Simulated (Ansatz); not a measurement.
# Na2Sc (P-3m1) in Ansatz: convergence with k mesh

Aim: find how far k mesh must go before the results for Na2Sc settle, at r2SCAN. This setting moves, with any that are tied to it; all else stays.

Program: Ansatz 0.2.0. These are calculated values, not measurements. Logs are shortened: lines on timing, memory, paths and dates and some standing lists are left out, and cuts for length are marked.

## 1. The structure

The structure is trigonal, space group P-3m1 (No. 164). The conventional cell has a = 3.373 Å, b = 3.373 Å, c = 5.630 Å, α = 90.00°, β = 90.00°, γ = 120.00°. Na (site symmetry 3m) has 3 Sc at 2.40 Å as nearest neighbours. Sc (site symmetry -3m) has 6 Na at 2.40 Å as nearest neighbours.

The cell was built by a generator and needn't be a form met in nature.

## 2. With k mesh 3 × 3 × 2

The input, input.yaml:

```yaml
crystal:
  lattice:
    - [3.37308506, 0.0, 0.0]
    - [-1.68654253, 2.92117735, 0.0]
    - [0.0, 0.0, 5.63004703]
  atoms:
    - { symbol: Na, position: [0.33333333, 0.66666667, 0.25] }
    - { symbol: Na, position: [0.66666667, 0.33333333, 0.75] }
    - { symbol: Sc, position: [0.0, 0.0, 0.0] }
hamiltonian:
  xc: r2scan
  pseudopotentials: { kind: nc, accuracy: standard }
kpoints:
  mp_grid: { grid: [3, 3, 2] }
scf:
  occupations: { method: fermi_dirac, width: 0.05 }
output:
  forces: true
  stress: true
  eigenvalues: true
```

Potentials or basis: PseudoDojo standard (PBE files).

Command:

```bash
ansatz run input.yaml --threads 2 --pin off --max-ram 5632MiB --backend cpu --events-out ev --progress --plain --runs-dir out
```

The log of the run:

```text
Warning: hamiltonian.xc reads the kinetic-energy density τ on the library's norm-conserving files, and those of Na, Sc were made for PBE. This build holds files of Na, Sc that were made for r²SCAN, which a deck under this functional can read where it names no table (hamiltonian.pseudopotentials.accuracy or source), types no xc_functional and has no exact exchange, max_exx_coeff or level of output.embedding that keeps them out. To compare such runs, type hamiltonian.pseudopotentials: {kind: paw, frozen_core: stored} on both or, where PAW refuses one, {kind: nc, accuracy: standard}
Warning: RAYON_NUM_THREADS=2 ignored (pool sized by the plan → 2); use --threads N
Engine: ansatz 0.2.0, aarch64-unknown-linux-gnu
Pseudopotentials: kind: nc
Pseudopotential: Na, nc, valence charge 9, recommended cutoff 1197.300995 eV (normal), Na.nc.azcp (PseudoDojo's, or run here from an input of PseudoDojo's; its table is named by hamiltonian.pseudopotentials.accuracy)
Pseudopotential: Sc, nc, valence charge 11, recommended cutoff 1061.244064 eV (normal), Sc.nc.azcp (PseudoDojo's, or run here from an input of PseudoDojo's; its table is named by hamiltonian.pseudopotentials.accuracy)
Functional definition: r2SCAN
  parameter k0 = 0.174
  parameter k1 = 0.065
  parameter a1 = 4.9479
  exchange = r2scan_x(k0 = k0, k1 = k1, a1 = a1)
  correlation = r2scan_c
Crystal: 3 atoms, lattice volume = 55.475 Å³
Basis set: ecut = 1197.300995 eV, 5263 PW (Γ), exchange–correlation on 160×160×256 points (64 copies of the dense FFT grid, shifted against one another)
Bands: 19, of which v1, the nominal top of the filled ones, is band 15 counted from 1 (14 counted from 0)
Symmetry: 12 space group operations
Space group: P-3m1 (ITA 164), of the structure as read, at distance tolerance 3.8e-5 Å
k-points: 6 of 18
Non-local potential: Na, projectors of the file, l = 0: 2, l = 1: 2
Non-local potential: Sc, projectors of the file, l = 0: 2, l = 1: 2, l = 2: 2
Initial density: superposition of atomic densities (chi_scale 0.1, normalization cell, long waves kept (reshape's long-wave potential 0.00 eV rms))
Initial wavefunctions: pseudopotential atomic-orbital guess
Functional: x = r2scan, c = r2scan; τ floored in thin density (d = 2e-4 eV/Å³)
SCF iter   1: F=—  HF=-3810.258782 eV  |F-HF|=—  |Δ(HF+E_count)|=         —  Δρ=4.25e-2  dr2=2.85e0  dr2_τ=3.18e-1  ethr=3.10e-3  ⟨swp⟩=5.8  Hψ=518  notcnv=0
preconditioner: auto → Kerker (q_TF=auto, 2.449 Å⁻¹)  [metal: Δε(μ)=0.150 eV  Ē_g=3.389 eV  σ=0.050 eV  W_gap=0.48  n_scr=22 (ndim 8)  ℏωp=11.1 eV  f_vac=0.000  D(μ)=3.90/eV (n_scr^D=36)]
SCF iter   2: F=—  HF=-3810.044210 eV  |F-HF|=—  |Δ(HF+E_count)|=   2.15e-1  Δρ=2.79e-2  dr2=1.22e0  dr2_τ=5.13e-2  ethr=3.10e-3  ⟨swp⟩=2.0  Hψ=189  notcnv=0
SCF iter   3: F=—  HF=-3809.874467 eV  |F-HF|=—  |Δ(HF+E_count)|=   1.70e-1  Δρ=5.64e-3  dr2=5.58e-2  dr2_τ=3.40e-2  ethr=3.10e-3  ⟨swp⟩=2.3  Hψ=185  notcnv=0
SCF iter   4: F=—  HF=-3809.871859 eV  |F-HF|=—  |Δ(HF+E_count)|=   2.61e-3  Δρ=3.19e-3  dr2=5.77e-3  dr2_τ=4.99e-3  ethr=1.92e-4  ⟨swp⟩=2.7  Hψ=189  notcnv=0
SCF iter   5: F=—  HF=-3809.873129 eV  |F-HF|=—  |Δ(HF+E_count)|=   1.27e-3  Δρ=1.39e-3  dr2=2.01e-3  dr2_τ=2.05e-3  ethr=1.99e-5  ⟨swp⟩=2.2  Hψ=200  notcnv=0
SCF iter   6: F=—  HF=-3809.873109 eV  |F-HF|=—  |Δ(HF+E_count)|=   2.01e-5  Δρ=4.80e-4  dr2=1.61e-4  dr2_τ=2.66e-5  ethr=6.94e-6  ⟨swp⟩=2.0  Hψ=124  notcnv=0
SCF iter   7: F=—  HF=-3809.873173 eV  |F-HF|=—  |Δ(HF+E_count)|=   6.40e-5  Δρ=1.79e-4  dr2=3.30e-5  dr2_τ=1.40e-5  ethr=5.56e-7  ⟨swp⟩=2.8  Hψ=192  notcnv=0
SCF iter   8: F=—  HF=-3809.873321 eV  |F-HF|=—  |Δ(HF+E_count)|=   1.48e-4  Δρ=4.10e-5  dr2=7.48e-7  dr2_τ=1.43e-6  ethr=1.14e-7  ⟨swp⟩=2.2  Hψ=139  notcnv=0
SCF iter   9: F=—  HF=-3809.873321 eV  |F-HF|=—  |Δ(HF+E_count)|=   9.30e-7  Δρ=1.29e-5  dr2=7.20e-8  dr2_τ=1.65e-7  ethr=3.45e-10  ⟨swp⟩=7.7  Hψ=591  notcnv=0
SCF iter  10: F=-3809.873321 eV  HF=-3809.873321 eV  |F-HF|=1.91e-9  |Δ(HF+E_count)|=   3.32e-8  Δρ=3.58e-6  dr2=8.19e-9  dr2_τ=9.73e-9  ethr=2.48e-10  ⟨swp⟩=5.0  Hψ=455  notcnv=0
SCF 1 converged in 10 iterations: F = -3809.873321 eV  dr2 = 8.19e-9
SCF converged after 10 iterations
Free energy (F): -3809.873321 eV
Harris-Foulkes:  -3809.873321 eV  (|F-HF|=1.91e-9)
Internal energy: -3809.835802 eV  (E = F + TS)
E sigma→0 (E₀):  -3809.854562 eV
Entropy (-TS):   -0.037519 eV (-12.506 meV/atom)
Fermi energy:    8.162208 eV
--- Per-component energies (eV) ---
  E_band       = -596.660389
  E_kinetic    = 2026.893534
  E_local      = -3828.752292  (includes V_loc(G=0)·N_el)
  E_nonlocal   = -746.141636
  E_hartree    = 1354.926520
  E_xc         = -612.734895
  E_vxc        = -820.599653  (∫ρ·V_xc dr)
  E_vtau       = 62.085524  (kinetic-family band-sum trace: ∫τ·v_τ [+ j·A + Jᵃ·Aᵃ] dr)
  E_ewald      = -2004.027034
  E_smearing   = -0.037519  (= −TS)
  E_closure    = -0.000000  (closes the sum)
  Σ components = -3809.873321   (vs F -3809.873321, Δ=0.00e0)
--- Forces (eV/Å), atoms counted from 1 ---
  atom   1  Na     0.00000000     0.00000000     3.87293400
  atom   2  Na    -0.00000000    -0.00000000    -3.87293400
  atom   3  Sc     0.00000000    -0.00000000     0.00000000
  max |Σ_I F_I| component: 1.31e-31 eV/Å
--- Stress (GPa, compression-positive) ---
       27.491278       0.000000       0.000000
        0.000000      27.491278       0.000000
        0.000000       0.000000      29.369810
  P = ⅓ Tr σ = 28.1175 GPa (281.175 kbar)
--- Band table (eV; the first three rows and the last of 6) ---
  k-point 0: bands = ["-48.0836", "-48.0642", "-44.0110", "-21.8071", "-21.4831", "-21.4831", "-18.3477", "-18.3139", "-18.3139", "-18.2490", "-18.2490", "-18.2143", "3.0044", "6.3707", "8.4243", "9.2017", "9.2017", "10.4508", "10.4508"]
  k-point 1: bands = ["-48.0807", "-48.0671", "-44.0110", "-21.8071", "-21.4831", "-21.4831", "-18.3090", "-18.3090", "-18.3066", "-18.2571", "-18.2539", "-18.2539", "3.8195", "4.9596", "8.0710", "9.1993", "9.1993", "10.4324", "10.4324"]
  k-point 2: bands = ["-48.0694", "-48.0611", "-44.0015", "-21.8287", "-21.7119", "-21.5535", "-18.3577", "-18.3149", "-18.3119", "-18.2461", "-18.2349", "-18.2226", "5.1619", "7.2284", "8.0250", "8.9159", "10.2470", "10.8153", "11.8472"]
  k-point 5: bands = ["-48.0609", "-48.0609", "-43.9967", "-21.8338", "-21.7107", "-21.7107", "-18.3479", "-18.3213", "-18.3213", "-18.2458", "-18.2249", "-18.2249", "7.4333", "7.4333", "9.0868", "9.0868", "9.2367", "10.2821", "12.5163"]
```

It took 2.7 s on 2 threads of Arm Neoverse V2, shared host; peak memory 0.6 GiB.

What came out:

```yaml
Free_energy: -3809.8733 eV
Pressure: 28.1 GPa
Largest_force: 3.873 eV/Å
Band_gap_on_the_k_mesh: none (metal or under the smearing width)
```

## 3. With k mesh 4 × 4 × 2

Changes to input.yaml since step 2:

```diff
@@ -13,3 +13,3 @@
 kpoints:
-  mp_grid: { grid: [3, 3, 2] }
+  mp_grid: { grid: [4, 4, 2] }
 scf:
```

Potentials or basis: PseudoDojo standard (PBE files).

Command:

```bash
ansatz run input.yaml --threads 2 --pin off --max-ram 5632MiB --backend cpu --events-out ev --progress --plain --runs-dir out
```

It took 2.8 s on 2 threads of Arm Neoverse V2, shared host; peak memory 0.61 GiB.

Results:

* Free energy: -3809.7549 eV
* Pressure: 29.1 GPa
* Largest force: 3.979 eV/Å
* Band gap on the k mesh: none (metal or under the smearing width)

## 4. With k mesh 4 × 4 × 3

Changes to input.yaml since step 3:

```diff
@@ -13,3 +13,3 @@
 kpoints:
-  mp_grid: { grid: [4, 4, 2] }
+  mp_grid: { grid: [4, 4, 3] }
 scf:
```

Command:

```bash
ansatz run input.yaml --threads 2 --pin off --max-ram 5632MiB --backend cpu --events-out ev --progress --plain --runs-dir out
```

Run time: 3.2 s. Hardware: 2 threads of Arm Neoverse V2, shared host; peak memory 0.61 GiB.

Results:

```yaml
Free_energy: -3809.7540 eV
Pressure: 28.9 GPa
Largest_force: 3.910 eV/Å
Band_gap_on_the_k_mesh: none (metal or under the smearing width)
```

## 5. With k mesh 5 × 5 × 3

Changes to input.yaml since step 4:

```diff
@@ -13,3 +13,3 @@
 kpoints:
-  mp_grid: { grid: [4, 4, 3] }
+  mp_grid: { grid: [5, 5, 3] }
 scf:
```

Command:

```bash
ansatz run input.yaml --threads 2 --pin off --max-ram 5632MiB --backend cpu --events-out ev --progress --plain --runs-dir out
```

It took 3.3 s on 2 threads of Arm Neoverse V2, shared host; peak memory 0.63 GiB.

What came out:

```yaml
Free_energy: -3809.7827 eV
Pressure: 28.9 GPa
Largest_force: 3.893 eV/Å
Band_gap_on_the_k_mesh: none (metal or under the smearing width)
```

## 6. With k mesh 7 × 7 × 4

Changes to input.yaml since step 5:

```diff
@@ -13,3 +13,3 @@
 kpoints:
-  mp_grid: { grid: [5, 5, 3] }
+  mp_grid: { grid: [7, 7, 4] }
 scf:
```

Potentials or basis: PseudoDojo standard (PBE files).

Command:

```bash
ansatz run input.yaml --threads 2 --pin off --max-ram 5632MiB --backend cpu --events-out ev --progress --plain --runs-dir out
```

It took 5.8 s on 2 threads of Arm Neoverse V2, shared host; peak memory 0.69 GiB.

It converged, with:

```yaml
Free_energy: -3809.7679 eV
Pressure: 29.0 GPa
Largest_force: 3.905 eV/Å
Band_gap_on_the_k_mesh: none (metal or under the smearing width)
```

## 7. With k mesh 8 × 8 × 4

Changes to input.yaml since step 6:

```diff
@@ -13,3 +13,3 @@
 kpoints:
-  mp_grid: { grid: [7, 7, 4] }
+  mp_grid: { grid: [8, 8, 4] }
 scf:
```

Command:

```bash
ansatz run input.yaml --threads 2 --pin off --max-ram 5632MiB --backend cpu --events-out ev --progress --plain --runs-dir out
```

It took 6.8 s on 2 threads of Arm Neoverse V2, shared host; peak memory 0.71 GiB.

The run converged. Its results:

- Free energy: -3809.7673 eV
- Pressure: 28.9 GPa
- Largest force: 3.895 eV/Å
- Band gap on the k mesh: none (metal or under the smearing width)

## 8. With k mesh 10 × 10 × 6

Changes to input.yaml since step 7:

```diff
@@ -13,3 +13,3 @@
 kpoints:
-  mp_grid: { grid: [8, 8, 4] }
+  mp_grid: { grid: [10, 10, 6] }
 scf:
```

Command:

```bash
ansatz run input.yaml --threads 2 --pin off --max-ram 5632MiB --backend cpu --events-out ev --progress --plain --runs-dir out
```

Wall time 13 s (2 threads of Arm Neoverse V2, shared host); peak memory 0.78 GiB.

The run converged. Its results:

| Property | Result |
| --- | --- |
| Free energy | -3809.7701 eV |
| Pressure | 28.9 GPa |
| Largest force | 3.901 eV/Å |
| Band gap on the k mesh | none (metal or under the smearing width) |

## 9. With k mesh 12 × 12 × 7

Changes to input.yaml since step 8:

```diff
@@ -13,3 +13,3 @@
 kpoints:
-  mp_grid: { grid: [10, 10, 6] }
+  mp_grid: { grid: [12, 12, 7] }
 scf:
```

Potentials or basis: PseudoDojo standard (PBE files).

Command:

```bash
ansatz run input.yaml --threads 2 --pin off --max-ram 5632MiB --backend cpu --events-out ev --progress --plain --runs-dir out
```

It took 19 s on 2 threads of Arm Neoverse V2, shared host; peak memory 0.86 GiB.

It converged, with:

- Free energy: -3809.7699 eV
- Pressure: 28.9 GPa
- Largest force: 3.898 eV/Å
- Band gap on the k mesh: none (metal or under the smearing width)

## 10. With k mesh 15 × 15 × 8

Changes to input.yaml since step 9:

```diff
@@ -13,3 +13,3 @@
 kpoints:
-  mp_grid: { grid: [12, 12, 7] }
+  mp_grid: { grid: [15, 15, 8] }
 scf:
```

Command:

```bash
ansatz run input.yaml --threads 2 --pin off --max-ram 5632MiB --backend cpu --events-out ev --progress --plain --runs-dir out
```

Wall time 31 s (2 threads of Arm Neoverse V2, shared host); peak memory 1 GiB.

It converged, with:

- Free energy: -3809.7703 eV
- Pressure: 28.9 GPa
- Largest force: 3.901 eV/Å
- Band gap on the k mesh: none (metal or under the smearing width)

## 11. The series at a glance

```tsv
k mesh	energy less the tightest run, at zero smearing (meV/atom)	pressure (GPa)	largest force (eV/Å)	SCF cycles	CPU time (s)	peak memory (GiB)
3 × 3 × 2	-33.09	28.12	3.873	10	5.2	0.6
4 × 4 × 2	6.29	29.06	3.979	9	5.4	0.61
4 × 4 × 3	5.05	28.92	3.910	10	6.2	0.61
5 × 5 × 3	-4.88	28.86	3.893	9	6.5	0.63
7 × 7 × 4	0.64	28.99	3.905	9	11	0.69
8 × 8 × 4	1.77	28.85	3.895	9	13	0.71
10 × 10 × 6	0.14	28.89	3.901	9	25	0.78
12 × 12 × 7	0.22	28.88	3.898	9	37	0.86
15 × 15 × 8	0.00	28.88	3.901	9	62	1
```

Against the tightest run, the energy stays within 1 meV/atom from 10 × 10 × 6 on; the pressure stays within 0.1 GPa from 8 × 8 × 4 on; the largest force stays within 0.005 eV/Å from 10 × 10 × 6 on. Meshes of other sizes hit other points, so gaps and Fermi surfaces needn't settle smoothly. The tightest run that finished is the yardstick and may itself not be fully converged.

Caveats: the meta-GGA runs on potentials made for a GGA; a pressure of tens of GPa on the cell as given is suspect, and the run, the potentials or the cell itself is likely at fault; the potentials were made for another functional, which shifts forces and pressure.
